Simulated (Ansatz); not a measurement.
This script drives the Ansatz DFT code, driven from Python.

Script `torsion.py`:
```python
'''Rigid torsion scan of CH3BrOSi.'''

import logging
import sys

import ansatz as az
from ase import Atoms

logging.basicConfig(stream=sys.stdout, format='%(name)s: %(message)s')
log = logging.getLogger('ch3brosi')
log.setLevel(logging.INFO)

atoms = Atoms(['O', 'C', 'Si', 'Br', 'H', 'H', 'H'], positions=[
    (-0.7149, 0.5411, -1.8889),
    (-0.5235, -0.2511, -1.0398),
    (0.2637, 0.2881, 0.5397),
    (0.6493, -1.4837, 1.8574),
    (-0.7557, -1.3243, -1.1657),
    (-0.5285, 1.2792, 1.3156),
    (1.6708, 0.8826, 0.336),
])

# relax first, so that the scan starts from a minimum
first = (
    az.Crystal.molecule_from_ase(atoms).calculation()
    .basis(gaussian='def2-SVP')  # the orbital basis, by name
    .functional('hf')
    .relax(force_tolerance=0.02, max_steps=80)  # relax until the tolerances are met
)
atoms.positions = first.run(threads=1, backend='cpu').report['positions_ang']

start = atoms.get_dihedral(3, 2, 1, 0)
energies = {}
for turn in range(0, 360, 40):
    turned = atoms.copy()
    turned.set_dihedral(3, 2, 1, 0, start + turn, indices=[0, 1, 4])
    calculation = (
        az.Crystal.molecule_from_ase(turned).calculation()
        .basis(gaussian='def2-SVP')  # the orbital basis, by name
        .functional('hf')
    )
    energies[round((start + turn) % 360)] = calculation.run(threads=1, backend='cpu').report['free_energy_ev']
floor = min(energies.values())
log.info('dihedral Br3-Si2-C1-O0 (deg)   E - E(min) (eV)')
for angle, e in sorted(energies.items()):
    log.info(f'{angle:8d} {(e - floor):14.3f}  ' + '#' * int(30 * (e - floor) / max(max(energies.values()) - floor, 1e-9)))
```

It is started by `python torsion.py`. Estimate its wall time and peak memory on 1 thread of Arm Neoverse V1 (shared host).

It took about 32 s, with a peak of 0.26 GiB, for 10 runs of the engine.

```console
$ python torsion.py
ch3brosi: dihedral Br3-Si2-C1-O0 (deg)   E - E(min) (eV)
ch3brosi:       22          0.098  #############################
ch3brosi:       62          0.082  #########################
ch3brosi:      102          0.047  ##############
ch3brosi:      142          0.015  ####
ch3brosi:      182          0.000
ch3brosi:      222          0.018  #####
ch3brosi:      262          0.051  ###############
ch3brosi:      302          0.086  ##########################
ch3brosi:      342          0.098  ##############################
```

These settings explore the input space; basis and method may be short of convergence. The scan is rigid and the energies are electronic, in a modest basis. With rigid groups the curve can differ much from the relaxed path, the start wasn't checked as a minimum of this torsion, and equivalent turns needn't return to the same energy.

(A comment or docstring line of the script was reworded after the run, the code is as it ran.)
